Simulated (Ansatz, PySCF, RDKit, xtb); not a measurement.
# AlSiH2ClF: from the formula to a structure, part 1 of 2

Given the formula AlSiH2ClF (odd number of electrons) and nothing else, which arrangement of the atoms is the most stable in the gas at 298.15 K, and what are its properties?

The funnel: GFN2-xTB relaxations, single points with a density functional, relaxations at r2SCAN-D4/def2-SVP, harmonic vibrations, and a last energy at a higher level. All values are calculated.

6 further runs of the same task are left out: 6 set aside as unsound or not needed.

## 1. Candidates

All bonding patterns within simple valence rules are listed by program: one Lewis structure each, at most two rings and one unusual centre or charged pair. O–O, O–halogen and N–halogen bonds and N–N–N chains are not drawn. That gives 7 candidates.

| label | SMILES | spin |
| --- | --- | --- |
| c006 | [F][AlH][SiH]Cl | doublet |
| c452 | F[SiH2][Al][Cl] | doublet |
| c508 | F[SiH][AlH][Cl] | doublet |
| c588 | [F][Al]([SiH2])[Cl] | doublet |
| c713 | F[Si]([AlH2])Cl | doublet |
| c889 | F[Si@H]([AlH])Cl | doublet |
| c995 | [F][Al][SiH2]Cl | doublet |

Candidates are built by distance geometry, with a force field where one applies, in up to four conformers (letters a to d). 10 starts with atoms placed at random are added, to find patterns that the rules miss.

## 2. Cheap relaxation of all starts

All 26 starts are relaxed the same way. One of them, c495 (atoms placed at random), in full:

Input file start.xyz:

```xyz
6
c495
Al    -0.802920    -0.218200    -1.285530
Cl     0.332410    -0.255730     0.579300
F     -1.011740     1.531600     0.416060
Si    -0.904450    -1.329390     1.424220
H     -1.212060     0.608930    -0.266280
H     -0.462640    -1.834440    -0.116980
```

The run is started by

```console
$ xtb start.xyz --gfn 2 --opt --uhf 1
```

Output, shortened:

```text
* xtb version 6.7.1
[...]
          :  # basis functions                  36          :
[...]
          :  # electrons                        23          :
[...]
          :  Hamiltonian                  GFN2-xTB          :
[...]
          :  net charge                          0          :
          :  unpaired electrons                  1          :
[...]
   *** convergence criteria satisfied after 20 iterations ***
[...]
   *** GEOMETRY OPTIMIZATION CONVERGED AFTER 34 ITERATIONS ***
[...]
   *** convergence criteria satisfied after 3 iterations ***
[...]
         ::                     SUMMARY                     ::
         :::::::::::::::::::::::::::::::::::::::::::::::::::::
         :: total energy             -13.204952555370 Eh    ::
         :: gradient norm              0.000500678088 Eh/a0 ::
         :: HOMO-LUMO gap              0.543531492174 eV    ::
         ::.................................................::
         :: SCC energy               -13.234916250458 Eh    ::
         :: -> isotropic ES            0.056706818223 Eh    ::
         :: -> anisotropic ES         -0.006422270657 Eh    ::
         :: -> anisotropic XC         -0.012676000770 Eh    ::
         :: -> dispersion             -0.005137301508 Eh    ::
         :: repulsion energy           0.029963695088 Eh    ::
         :: add. restraining           0.000000000000 Eh    ::
         :: total charge              -0.000000000000 e     ::
         :::::::::::::::::::::::::::::::::::::::::::::::::::::
[...]
        12        1.0000           -0.3271205              -8.9014 (HOMO)
        13        0.0000           -0.3071461              -8.3579 (LUMO)
[...]
     #   Z          covCN         q      C6AA      α(0)
     1  13 Al       3.986     0.333    94.151    19.773
     2  17 Cl       1.545    -0.147   103.789    15.586
     3   9 F        0.672    -0.268    11.980     4.086
     4  14 Si       1.609     0.499   181.498    28.664
     5   1 H        0.880    -0.194    10.407     5.050
     6   1 H        0.872    -0.223    12.804     5.603
[...]
     #   Z sym  total        # sym  WBO       # sym  WBO       # sym  WBO
 ---------------------------------------------------------------------------
     1  13 Al   3.706 --     3 F    1.227     5 H    0.839     6 H    0.809
                             2 Cl   0.454     4 Si   0.378
     2  17 Cl   1.454 --     4 Si   0.955     1 Al   0.454
     3   9 F    1.289 --     1 Al   1.227
     4  14 Si   1.463 --     2 Cl   0.955     1 Al   0.378
     5   1 H    0.962 --     1 Al   0.839
     6   1 H    0.950 --     1 Al   0.809
 ---------------------------------------------------------------------------
[...]
molecular dipole:
                 x           y           z       tot (Debye)
 q only:       -0.144      -1.955       1.622
   full:        0.129      -1.043       1.193       4.043
molecular quadrupole (traceless):
[...]
          | TOTAL ENERGY              -13.204952555370 Eh   |
          | GRADIENT NORM               0.000500678088 Eh/α |
          | HOMO-LUMO GAP               0.543531492174 eV   |
           -------------------------------------------------
[...]
```

It took 0.19 s on 1 thread of Intel Xeon 6975P-C (Granite Rapids), shared host.

## 3. The minima found

26 of the 26 relaxations converged; 8 ended on a minimum already found. 18 distinct structures remain:

| label | start | SMILES after | spin | energy (kcal/mol) | note |
| --- | --- | --- | --- | --- | --- |
| c452a | drawn and random | [F][Al]([SiH2])[Cl] | doublet | 0.0 | bonds changed |
| c995a | drawn | [F][Al]([SiH2])[Cl] | doublet | 0.8 | bonds changed |
| c452b | drawn | [F][Al]([SiH2])[Cl] | doublet | 0.9 | bonds changed |
| c495 | random | [F][AlH2]1[Si][Cl]1 ‡ | doublet | 5.5 |  |
| c006c | drawn | [F][AlH][SiH]Cl | doublet | 11.6 |  |
| c006a | drawn | [F][AlH][SiH]Cl | doublet | 11.7 |  |
| c179 | random | [F][Si][AlH2][Cl] ‡ | doublet | 12.7 |  |
| c713b | drawn | [F][Si][AlH2][Cl] ‡ | doublet | 13.8 | bonds changed |
| c713a | drawn | [F][Si][AlH2][Cl] ‡ | doublet | 13.8 | bonds changed |
| c006b | drawn | [F][AlH][SiH]Cl | doublet | 14.1 |  |
| c897 | random | [F][AlH][SiH]Cl | doublet | 14.2 |  |
| c889a | drawn | F[SiH][AlH][Cl] | doublet | 14.3 | bonds changed |
| c889b | drawn | F[SiH][AlH][Cl] | doublet | 16.4 | bonds changed |
| c508a | drawn | F[SiH][AlH][Cl] | doublet | 16.6 |  |
| c334 | random | [F][Al]([Si])[Cl].[H][H] | doublet | 38.8 | fell apart |
| c185 | random | [F][Al]([Si])[Cl].[H][H] | doublet | 39.0 | fell apart |
| c280 | random | Cl.[F][AlH][Si] | doublet | 65.9 | fell apart |
| c862 | random | F.[Si][AlH][Cl] | doublet | 80.8 | loosely bound |

‡ marks the bonded skeleton alone, with all bonds drawn single: no Lewis structure was assigned that passes a check against the bond lengths.

GFN2-xTB has no spin polarisation, so it can't rank spin states and is rough for open shells.

## 4. Screening with a density functional

A choice of the minima (the low ones first, few conformers of a pattern, up to a cap) and the lowest that fell apart get a single point at r2SCAN-D4/def2-SVP on the tight-binding geometry, and one at HF/STO-3G for comparison. Within 25 kcal/mol but not screened, among others: c452b, c713a, c006b, c897, c508a. The first, c452a:

Input file input.yaml:

```yaml
crystal:
  periodic: [false, false, false]
  atoms:
    - {symbol: Al, position_ang: [0.836545, 0.012352, -0.540340]}
    - {symbol: Cl, position_ang: [1.067289, -1.956466, -1.025350]}
    - {symbol: F, position_ang: [-0.317525, 0.763925, -1.479689]}
    - {symbol: Si, position_ang: [1.956803, 1.308332, 1.098276]}
    - {symbol: H, position_ang: [1.252912, 2.467424, 1.677493]}
    - {symbol: H, position_ang: [2.510565, 0.615685, 2.279769]}
basis:
  gaussian: {orbitals: def2-SVP}
total_charge: 0
magnetization: {spin_polarized: true, initial_magnetization: 1}
hamiltonian: {xc: r2scan, dispersion: d4}
scf: {lower_state_search: "off"}
output: {orbitals: {seedname: orbitals}}
```

The run is started by

```console
$ ansatz run input.yaml --threads 1 --pin off --max-ram 2610MiB --events-out events.jsonl --progress --plain --runs-dir runs
```

Output, shortened:

```text
Warning: RAYON_NUM_THREADS=1 ignored (pool sized by the plan → 1); use --threads N
Functional definition: r2SCAN
  name "r2SCAN"
[...]
848 factors; their error is unknown
[...]
mean field -29735.39929577 eV, -1092.7557687420 hartree, gradient 6.9e-6 eV, S^2 0.757730; 0 other end points of the search recorded, 0 dependent functions left out
reference -29735.39930854 eV, -1092.7557692113 hartree; 28, 27 occupied and 50, 51 virtual orbitals, 848 factors
Total energy: -29735.43179547 eV, -1092.7569630839 hartree
Checks for a lower state left out: stability, starts, cluster_reference, orbital_swaps, neighbouring_geometries, increment
```

It took 2.6 s on 1 thread of Intel Xeon 6975P-C (Granite Rapids), shared host.

Relative energies in kcal/mol, each column from its lowest structure that stays in one piece:

| label | SMILES | spin | GFN2-xTB | HF/STO-3G | r2SCAN-D4/def2-SVP |
| --- | --- | --- | --- | --- | --- |
| c452a | [F][Al]([SiH2])[Cl] | doublet | 0.0 | 0.0 | 0.0 |
| c995a | [F][Al]([SiH2])[Cl] | doublet | 0.8 | 0.7 | 2.2 |
| c006c | [F][AlH][SiH]Cl | doublet | 11.6 | 23.9 | 23.1 |
| c006a | [F][AlH][SiH]Cl | doublet | 11.7 | 24.0 | 23.5 |
| c889a | F[SiH][AlH][Cl] | doublet | 14.3 | 24.9 | 27.9 |
| c889b | F[SiH][AlH][Cl] | doublet | 16.4 | 28.2 | 31.0 |
| c179 | [F][Si][AlH2][Cl] ‡ | doublet | 12.7 | 45.0 | 46.7 |
| c713b | [F][Si][AlH2][Cl] ‡ | doublet | 13.8 | 42.4 | 50.1 |
| c495 | [F][AlH2]1[Si][Cl]1 ‡ | doublet | 5.5 | 63.9 | 52.9 |
| c334 | [F][Al]([Si])[Cl].[H][H] | doublet | 38.8 | 71.9 | 56.0 |

‡ marks the bonded skeleton alone, with all bonds drawn single: no Lewis structure was assigned that passes a check against the bond lengths.

Measured from c452a, GFN2-xTB misplaces c495 by 47 kcal/mol against r2SCAN-D4/def2-SVP, so minima dropped on its energies alone could hide the lowest isomer.

## 5. Patterns that tight binding lost

Some ordinary bonding patterns rearranged or fell apart under GFN2-xTB. Their starts are relaxed at r2SCAN-D4/def2-SVP instead (label ending in r). The first, c452ar:

Input file input.yaml:

```yaml
crystal:
  periodic: [false, false, false]
  atoms:
    - {symbol: Al, position_ang: [2.094896, -0.786437, -0.225822]}
    - {symbol: Cl, position_ang: [0.878674, -1.829249, -1.751180]}
    - {symbol: F, position_ang: [-0.269849, 1.485996, 0.230007]}
    - {symbol: Si, position_ang: [1.242091, 1.181740, 0.868172]}
    - {symbol: H, position_ang: [2.161617, 2.306275, 0.604349]}
    - {symbol: H, position_ang: [1.199160, 0.852926, 2.284634]}
basis:
  gaussian: {orbitals: def2-SVP}
magnetization: {spin_polarized: true, initial_magnetization: 1}
relax: {f_tol: 0.01}
output: {orbitals: {seedname: orbitals}}
hamiltonian: {xc: r2scan, dispersion: d4}
```

The run is started by

```console
$ ansatz run input.yaml --threads 1 --pin off --max-ram 2610MiB --events-out events.jsonl --progress --plain --runs-dir runs
```

Output, shortened:

```text
Warning: RAYON_NUM_THREADS=1 ignored (pool sized by the plan → 1); use --threads N
[...]
[... 2 set-up lines as earlier in the session ...]
[...]
848 factors; their error is unknown
[...]
mean field -29734.46248077 eV, -1092.7213414258 hartree, gradient 4.0e-5 eV, S^2 0.755505; 0 other end points of the search recorded, 0 dependent functions left out
[...]
reference -29734.46249334 eV, -1092.7213418877 hartree; 28, 27 occupied and 50, 51 virtual orbitals, 848 factors
relax step   1: F+E_penalty+E_count = -29734.49556104 eV  Δ(F+E_penalty+E_count) = +0.000e0 eV  max|allowed force component| = 1.225e0 eV/Å  Δτ_max = 0.0000 Å  (31 SCF iters, accepted)
[...]
relax step   5: F+E_penalty+E_count = -29734.67944593 eV  Δ(F+E_penalty+E_count) = -7.646e-3 eV  max|allowed force component| = 1.671e-2 eV/Å  Δτ_max = 0.0154 Å  (34 SCF iters, accepted)
[...]
848 factors; their error is unknown
[...]
mean field -29734.64646010 eV, -1092.7281025415 hartree, gradient 2.7e-5 eV, S^2 0.756066; 1 other end points of the search recorded, 0 dependent functions left out
[...]
reference -29734.64647274 eV, -1092.7281030058 hartree; 28, 27 occupied and 50, 51 virtual orbitals, 848 factors
Total energy: -29734.67947443 eV, -1092.7293157956 hartree
Atom 0 at     2.137267    -0.883645    -0.301300 Å, force    -0.000392    -0.000871    -0.000623 eV/Å
Atom 1 at     0.924526    -1.850854    -1.753097 Å, force     0.000741     0.002358     0.001878 eV/Å
Atom 2 at    -0.274820     1.584269     0.325196 Å, force    -0.000200    -0.000233    -0.001093 eV/Å
Atom 3 at     1.218765     1.147909     0.829724 Å, force    -0.001177    -0.000221    -0.000060 eV/Å
Atom 4 at     2.142276     2.304899     0.602591 Å, force    -0.000009    -0.000702    -0.000356 eV/Å
Atom 5 at     1.158575     0.908673     2.307046 Å, force     0.001036    -0.000330     0.000255 eV/Å
Dipole moment:     0.418146    -0.022062     0.217415 e Å
```

It took 35 s on 1 thread of Intel Xeon 6975P-C (Granite Rapids), shared host.

Energies at r2SCAN-D4/def2-SVP after that relaxation, from the lowest structure of the screen (which was not relaxed at this level):

| label | SMILES | spin | energy (kcal/mol) |
| --- | --- | --- | --- |
| c452ar | F[SiH2][Al][Cl] | doublet | 17.3 |
| c713ar | F[Si]([AlH2])Cl | doublet | 36.4 |
| c889ar | F[Si@@H]1[AlH]<-[Cl]1 | doublet | 34.0 |
| c995ar | [F][Al][SiH2]Cl | doublet | 18.6 |

## 6. Relaxing the best candidates

4 candidates are relaxed at r2SCAN-D4/def2-SVP (chosen among the lowest in one piece). The first, c452a:

Input file input.yaml:

```yaml
crystal:
  periodic: [false, false, false]
  atoms:
    - {symbol: Al, position_ang: [0.836545, 0.012352, -0.540340]}
    - {symbol: Cl, position_ang: [1.067289, -1.956466, -1.025350]}
    - {symbol: F, position_ang: [-0.317525, 0.763925, -1.479689]}
    - {symbol: Si, position_ang: [1.956803, 1.308332, 1.098276]}
    - {symbol: H, position_ang: [1.252912, 2.467424, 1.677493]}
    - {symbol: H, position_ang: [2.510565, 0.615685, 2.279769]}
basis:
  gaussian: {orbitals: def2-SVP}
magnetization: {spin_polarized: true, initial_magnetization: 1}
hamiltonian: {xc: r2scan, dispersion: d4}
relax: {f_tol: 0.003}
```

The run is started by

```console
$ ansatz run input.yaml --threads 1 --pin off --max-ram 2610MiB --events-out events.jsonl --progress --plain --runs-dir runs
```

Output, shortened:

```text
Warning: RAYON_NUM_THREADS=1 ignored (pool sized by the plan → 1); use --threads N
[...]
[... 2 set-up lines as earlier in the session ...]
[...]
848 factors; their error is unknown
[...]
mean field -29735.39929577 eV, -1092.7557687420 hartree, gradient 5.3e-5 eV, S^2 0.757730; 0 other end points of the search recorded, 0 dependent functions left out
[...]
reference -29735.39930854 eV, -1092.7557692113 hartree; 28, 27 occupied and 50, 51 virtual orbitals, 848 factors
relax step   1: F+E_penalty+E_count = -29735.43178270 eV  Δ(F+E_penalty+E_count) = +0.000e0 eV  max|allowed force component| = 1.050e0 eV/Å  Δτ_max = 0.0000 Å  (30 SCF iters, accepted)
[...]
relax step   3: F+E_penalty+E_count = -29735.52868268 eV  Δ(F+E_penalty+E_count) = -9.255e-3 eV  max|allowed force component| = 1.358e-1 eV/Å  Δτ_max = 0.0390 Å  (34 SCF iters, accepted)
[...]
848 factors; their error is unknown
mean field -29735.50833959 eV, -1092.7597760285 hartree, gradient 2.6e-5 eV, S^2 0.757650; 1 other end points of the search recorded, 0 dependent functions left out
[...]
reference -29735.50835240 eV, -1092.7597764993 hartree; 28, 27 occupied and 50, 51 virtual orbitals, 848 factors
Total energy: -29735.54085135 eV, -1092.7609708136 hartree
Atom 0 at     0.736401     0.040035    -0.548491 Å, force     0.000817     0.001532    -0.001428 eV/Å
Atom 1 at     1.193413    -1.962662    -0.960018 Å, force    -0.000701    -0.000975    -0.000439 eV/Å
Atom 2 at    -0.347955     0.802679    -1.551883 Å, force    -0.000437    -0.001269     0.000163 eV/Å
Atom 3 at     1.794361     1.230037     1.197744 Å, force    -0.000184    -0.000010     0.000507 eV/Å
Atom 4 at     1.329424     2.574520     1.639048 Å, force     0.000160     0.000661     0.000529 eV/Å
Atom 5 at     2.600945     0.526644     2.233758 Å, force     0.000346     0.000061     0.000668 eV/Å
Dipole moment:     0.162572     0.150044     0.292443 e Å
```

It took 58 s on 1 thread of Intel Xeon 6975P-C (Granite Rapids), shared host.

Energy change by step (eV): 0.0000, -0.0876, -0.0969, -0.0980, -0.1043, -0.1076, -0.1086, -0.1090, -0.1091.

After the run. Bond lengths: Al1–Cl2 2.095 Å, Al1–F3 1.663 Å, Al1–Si4 2.363 Å, Si4–H5 1.489 Å, Si4–H6 1.490 Å. Angles: Cl2–Al1–F3 117.5°, Cl2–Al1–Si4 121.9°, F3–Al1–Si4 120.5°, Al1–Si4–H5 122.3°, Al1–Si4–H6 121.2°, H5–Si4–H6 112.9°.

## 7. The relaxed candidates

| label | spin | r2SCAN-D4/def2-SVP (kcal/mol) | r2SCAN-D4/def2-SVP, relaxed (kcal/mol) | time | note |
| --- | --- | --- | --- | --- | --- |
| c452a | doublet | 0.0 | 0.0 | 58 s |  |
| c995a | doublet | 2.2 | 0.0 | 82 s | same minimum as c452a |
| c452ar | doublet | 17.3 | 19.9 | 5.4 s |  |
| c995ar | doublet | 18.6 | 21.1 | 41 s |  |

c452a: Bond lengths: Al1–Cl2 2.095 Å, Al1–F3 1.663 Å, Al1–Si4 2.363 Å, Si4–H5 1.489 Å, Si4–H6 1.490 Å. Angles: Cl2–Al1–F3 117.5°, Cl2–Al1–Si4 121.9°, F3–Al1–Si4 120.5°, Al1–Si4–H5 122.3°, Al1–Si4–H6 121.2°, H5–Si4–H6 112.9°.

c995a: Bond lengths: Al1–Cl2 2.095 Å, Al1–F3 1.663 Å, Al1–Si4 2.363 Å, Si4–H5 1.489 Å, Si4–H6 1.490 Å. Angles: Cl2–Al1–F3 117.5°, Cl2–Al1–Si4 122.0°, F3–Al1–Si4 120.4°, Al1–Si4–H5 122.3°, Al1–Si4–H6 121.2°, H5–Si4–H6 112.9°.

c452ar: Bond lengths: Al1–Cl2 2.125 Å, Al1–Si4 2.500 Å, F3–Si4 1.636 Å, Si4–H5 1.498 Å, Si4–H6 1.498 Å. Angles: Cl2–Al1–Si4 118.0°, Al1–Si4–F3 114.4°, Al1–Si4–H5 109.4°, Al1–Si4–H6 109.3°, F3–Si4–H5 108.1°, F3–Si4–H6 108.1°, H5–Si4–H6 107.3°.

c995ar: Bond lengths: Al1–F3 1.673 Å, Al1–Si4 2.510 Å, Cl2–Si4 2.088 Å, Si4–H5 1.497 Å, Si4–H6 1.497 Å. Angles: F3–Al1–Si4 118.2°, Al1–Si4–Cl2 114.2°, Al1–Si4–H5 109.3°, Al1–Si4–H6 109.3°, Cl2–Si4–H5 108.4°, Cl2–Si4–H6 108.4°, H5–Si4–H6 107.0°.

## 8. Vibrations and thermal terms

The lowest few in one piece go on as finalists. Harmonic vibrations at r2SCAN-D4/def2-SVP test each finalist and give the zero-point energy and the thermal terms. The first, c452a:

Input file input.yaml:

```yaml
crystal:
  periodic: [false, false, false]
  atoms:
    - {symbol: Al, position_ang: [0.736401, 0.040035, -0.548491]}
    - {symbol: Cl, position_ang: [1.193413, -1.962662, -0.960018]}
    - {symbol: F, position_ang: [-0.347955, 0.802679, -1.551883]}
    - {symbol: Si, position_ang: [1.794361, 1.230037, 1.197744]}
    - {symbol: H, position_ang: [1.329424, 2.574520, 1.639048]}
    - {symbol: H, position_ang: [2.600945, 0.526644, 2.233758]}
basis:
  gaussian:
    orbitals: def2-SVP
magnetization:
  spin_polarized: true
  initial_magnetization: 1
hamiltonian:
  xc: {name: r2SCAN}
  dispersion: d4
scf:
  lower_state_search: off
phonons: {}
```

The run is started by

```console
$ ansatz run input.yaml --threads 1 --pin off --max-ram 2610MiB --events-out events.jsonl --progress --plain --runs-dir runs
```

Output, shortened:

```text
Warning: RAYON_NUM_THREADS=1 ignored (pool sized by the plan → 1); use --threads N
[... 2 set-up lines as earlier in the session ...]
[...]
848 factors; their error is unknown
[...]
mean field -29735.50833227 eV, -1092.7597757595 hartree, gradient 7.9e-6 eV, S^2 0.757650; 0 other end points of the search recorded, 0 dependent functions left out
[...]
reference -29735.50834510 eV, -1092.7597762309 hartree; 28, 27 occupied and 50, 51 virtual orbitals, 848 factors
[...]
848 factors; their error is unknown
mean field -29735.50827972 eV, -1092.7597738285 hartree, gradient 3.1e-6 eV, S^2 0.757650; 0 other end points of the search recorded, 0 dependent functions left out
[...]
reference -29735.50829255 eV, -1092.7597742998 hartree; 28, 27 occupied and 50, 51 virtual orbitals, 848 factors
[...]
848 factors; their error is unknown
[...]
reference -29735.50831321 eV, -1092.7597750591 hartree; 28, 27 occupied and 50, 51 virtual orbitals, 848 factors
Total energy: -29735.54084404 eV, -1092.7609705451 hartree
Atom 0 at     0.736401     0.040035    -0.548491 Å, force     0.000565     0.001688    -0.001485 eV/Å
Atom 1 at     1.193413    -1.962662    -0.960018 Å, force    -0.000613    -0.001054    -0.000420 eV/Å
Atom 2 at    -0.347955     0.802679    -1.551883 Å, force    -0.000325    -0.001325     0.000208 eV/Å
Atom 3 at     1.794361     1.230037     1.197744 Å, force    -0.000127     0.000003     0.000498 eV/Å
Atom 4 at     1.329424     2.574520     1.639048 Å, force     0.000175     0.000637     0.000551 eV/Å
Atom 5 at     2.600945     0.526644     2.233758 Å, force     0.000325     0.000051     0.000648 eV/Å
Dipole moment:     0.162570     0.150043     0.292441 e Å
Vibrations: 102.24 158.06 169.89 192.44 209.07 380.91 443.02 583.98 877.54 902.87 2233.93 2258.58 cm⁻¹, zero-point energy 0.527708 eV
Checks for a lower state left out: stability, starts, cluster_reference, orbital_swaps, neighbouring_geometries, increment
```

Run time: 87 s. Hardware: 1 thread of Intel Xeon 6975P-C (Granite Rapids), shared host.

## 9. Zero-point energy and free-energy terms

At 298.15 K and 1 atm, ideal gas, rigid rotor and harmonic oscillator:

| label | SMILES | spin | point group | lowest mode (cm⁻¹) | zero-point (kcal/mol) | G − E (kcal/mol) |
| --- | --- | --- | --- | --- | --- | --- |
| c452a | [F][Al]([SiH2])[Cl] | doublet | C1 | 102 | 12.2 | -8.6 |
| c452ar | F[SiH2][Al][Cl] | doublet | Cs | 29 | 13.2 | -7.7 |
| c995ar | [F][Al][SiH2]Cl | doublet | Cs | 23 | 13.0 | -8.1 |

Chiral structures get −RT ln 2 for their mirror image.

## 10. The final energy

Each finalist gets a single point at CCSD(T)/def2-SVP + MP2/def2-TZVPP - MP2/def2-SVP.

c452a, CCSD(T)/def2-SVP:

Changes to input.yaml since step 8:

```diff
@@ -15,7 +15,6 @@
   initial_magnetization: 1
-hamiltonian:
-  xc: {name: r2SCAN}
-  dispersion: d4
+correlation:
+  method: ccsd_t
+  frozen_orbitals: {Si: 5, F: 1, Al: 5, Cl: 5, H: 0}
 scf:
-  lower_state_search: off
-phonons: {}
+  omitted_lower_state_checks: [cluster_reference]
```

The run is started by

```console
$ ansatz run input.yaml --threads 1 --pin off --max-ram 2610MiB --events-out events.jsonl --progress --plain --runs-dir runs
```

Output, shortened:

```text
Warning: RAYON_NUM_THREADS=1 ignored (pool sized by the plan → 1); use --threads N
Functional definition: HF
  name "HF"
[...]
714 factors; integrals over basis functions are off by at most 9.5e-4 eV
[...]
mean field -29678.91919411 eV, -1090.6801632897 hartree, gradient 4.7e-6 eV, S^2 0.764063; 0 other end points of the search recorded, 0 dependent functions left out
16 core orbitals not correlated: weight in the atoms' cores, before any rotation towards them, 1.000 or more for the frozen orbitals, at most 0.000 for the correlated occupied ones
reference -29678.91919411 eV, -1090.6801632897 hartree; 12, 11 occupied and 50, 51 virtual orbitals, 714 factors
second order -12.38502117 eV of doubles, -0.00000000 eV of singles
cycle   1  -13.02388316 eV  change   -6.4e-1 eV  update   9.0e-2
[...]
cycle  11  -13.43229360 eV  change    5.1e-6 eV  update   1.4e-5
perturbative correction -0.26178783 eV, -0.0096205252 hartree
Total energy: -29692.61327554 eV, -1091.1834114999 hartree
Checks for a lower state left out: cluster_reference
```

Run time: 6 s. Hardware: 1 thread of Intel Xeon 6975P-C (Granite Rapids), shared host.

(Continued in part 2 of 2.)
